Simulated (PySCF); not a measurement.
# TaCl₃: triplet, from a trigonal planar start

The task is one start of a wider search on TaCl₃: the triplet, from a trigonal planar start. It is relaxed, tested by its Hessian and followed downhill if it is a saddle.

The runs use PySCF 2.14.0; PBE0, basis Ta def2-TZVP with ECP60, Cl def2-TZVP, scalar-relativistic core potentials, no spin–orbit coupling, density fitting.

**1. The system as given**

4 atoms, charge 0, spin multiplicity 3.

Bond lengths: Ta1–Cl2 2.450 Å, Ta1–Cl3 2.450 Å, Ta1–Cl4 2.450 Å. Angles: Cl2–Ta1–Cl3 120.0°, Cl2–Ta1–Cl4 120.0°, Cl3–Ta1–Cl4 120.0°.

Z-matrix (Å, degrees; charge 0 multiplicity 3):
```
Ta
Cl 1 2.4500
Cl 1 2.4500 2 120.00
Cl 1 2.4500 2 120.00 3 180.00
```

**2. First SCF at the start**

The steps below are one call of a driver around PySCF. For each, scf.py gives the equivalent set-up of the SCF; relaxations use the driver's own optimiser. After this first run the driver tries any further starts and a stability analysis.

Contents of scf.py:

```python
from pyscf import gto, scf, dft
mol = gto.M(atom='''
Ta     0.000000     0.000000     0.000000
Cl     2.450000     0.000000     0.000000
Cl    -1.225000     2.121800     0.000000
Cl    -1.225000    -2.121800     0.000000''',
    basis={'Ta': 'def2-TZVP', 'Cl': 'def2-TZVP'},
    ecp={'Ta': 'def2-TZVP'},
    charge=0, spin=2)
mf = dft.UKS(mol, xc='PBE0')
mf.grids.atom_grid = (50, 194)
aux = {'Ta': 'def2-universal-JKFIT', 'Cl': 'def2-universal-JKFIT'}
mf = mf.density_fit(auxbasis=aux)
mf.conv_tol = 1e-08
mf.diis_space = 10
mf.max_cycle = 60
mf.init_guess = 'minao'
mf.verbose = 4
mf.kernel()
```

The run is started by

```console
$ OMP_NUM_THREADS=4 python axn.py task.json out
```

The runs that follow: Trigonal planar start, triplet: relaxation; Relaxing without the symmetry constraint; Vibrations and properties at this point.

**Question.** What will these runs give? Wanted: minimum; geometry; wavenumbers; dipole moment; highest occupied, lowest empty level; polar-tensor charge of Ta1; zero-point energy; atomisation energy; ⟨S²⟩.

**Answer**, as computed:

| quantity | value |
| --- | --- |
| minimum | triplet, C2v |
| geometry | Ta–Cl 2.268 Å, Ta–Cl 2.289 Å (×2); Cl–Ta–Cl 108.6°, Cl–Ta–Cl 125.7° (×2) |
| wavenumbers (cm⁻¹) | 28 (b2), 69 (b1), 102 (a1), 363 (b2), 389 (a1), 416 (a1) |
| dipole moment | 1.02 D |
| highest occupied, lowest empty level (either spin) | -5.81, -3.11 eV |
| polar-tensor charge of Ta1 | +1.82 e |
| zero-point energy | 8.2 kJ/mol |
| entropy at 298.15 K | 373.4 J/(mol K) |
| atomisation energy (no zero-point energy) | 1401 kJ/mol |
| ⟨S²⟩ | 2.008 |

From D3h at the start the molecule goes to a C2v minimum. In the infrared the band at 363 cm⁻¹ (b2, stretch) leads. Most of the spin sits on Ta1 (Mulliken spin 2.05, against 2 for the whole molecule). Other starts or spin states, not run here, may lie lower. One determinant may miss the lowest occupation of an open d or f shell. Spin–orbit coupling, left out here, can matter for elements this heavy.
